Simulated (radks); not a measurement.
# Tl²⁺ in [Xe] 4f14 5d9.5 6s1 6d0.5: an all-electron calculation

What are the levels of the thallium ion Tl2+, how large are its shells, and how does its energy divide?

Method: scalar-relativistic Kohn-Sham, r2SCAN, spin-polarised, spherical densities, finite nucleus; open shells are filled with parallel spins first. Code: radks (a radial shooting solver on a logarithmic mesh, Libxc functionals) version 1.

**1. The atom as given**

```
element            : thallium (Z = 81)
charge             : +2
electrons          : 79
configuration      : [Xe] 4f14 5d9.5 6s1 6d0.5
nuclear rms radius : 5.4759 fm
```

**2. Self-consistent calculation**

Settings of this run:

```text
Z 81
configuration [Xe] 4f14 5d9.5 6s1 6d0.5
relativity scalar-relativistic
functional r2scan,r2scan
spin polarised
nucleus finite rms 5.4759 fm
c 137.035999084
```

Launch:

```console
$ python run_ks.py task.json out
```

The same process makes all the runs of this session.

**Question.** What will this run give?

As calculated:

```
                        quantity                   value
                    total energy     -20241.6149 hartree
exchange-correlation share of it                  1.87 %
                            −T/E                  1.1257
          highest occupied level        6d up, -8.769 eV
    most extended occupied level  6d up, <r> = 4.57 bohr
 radius at density 0.001 e/bohr³               3.97 bohr
    maxima of the radial density                       4
```

The radial density shows 4 maxima for 6 occupied principal shells; where shells overlap, one shows as a shoulder or not at all. Relativity lifts −T/E to 1.126. This is not the tabulated ground configuration, so its levels and sizes aren't those of the ground state, and no measured value stands beside it.
